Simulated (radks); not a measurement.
# O⁺ in [He] 2s1 2p3 3p1: an all-electron calculation

What are the levels of the oxygen ion O+, how large are its shells, and how does its energy divide?

Method: scalar-relativistic Kohn-Sham, PBEsol, spin-polarised, spherical densities, finite nucleus; open shells are filled with parallel spins first. Code: radks (a radial shooting solver on a logarithmic mesh, Libxc functionals) version 1.

## (1) Starting point

* element: oxygen (Z = 8)
* charge: +1
* electrons: 7
* configuration: [He] 2s1 2p3 3p1
* nuclear rms radius: 2.6991 fm

The outer shells:

O⁺
```
[He] core
2s [↑ ]
2p [↑ ][↑ ][↑ ]
3p [↑ ][  ][  ]
```

## (2) Self-consistent calculation

Input:

```text
Z 8
configuration [He] 2s1 2p3 3p1 3s0 3d0 4p0 4f0
relativity scalar-relativistic
functional pbe_sol,pbe_sol
spin polarised
nucleus finite rms 2.6991 fm
c 137.035999084
```

What does the calculation give?

As calculated:

| quantity | value |
| --- | --- |
| total energy | -73.09874 hartree |
| exchange-correlation share of it | 10.35 % |
| −T/E | 0.9996 |
| highest occupied level | 3p up, -7.316 eV |
| most extended occupied level | 3p up, <r> = 3.90 bohr |
| radius at density 0.001 e/bohr³ | 4.39 bohr |
| maxima of the radial density | 3 |

What this shows: The radial density shows 3 maxima for 3 occupied principal shells. This is not the tabulated ground configuration, so its levels and sizes aren't those of the ground state, and no measured value stands beside it.
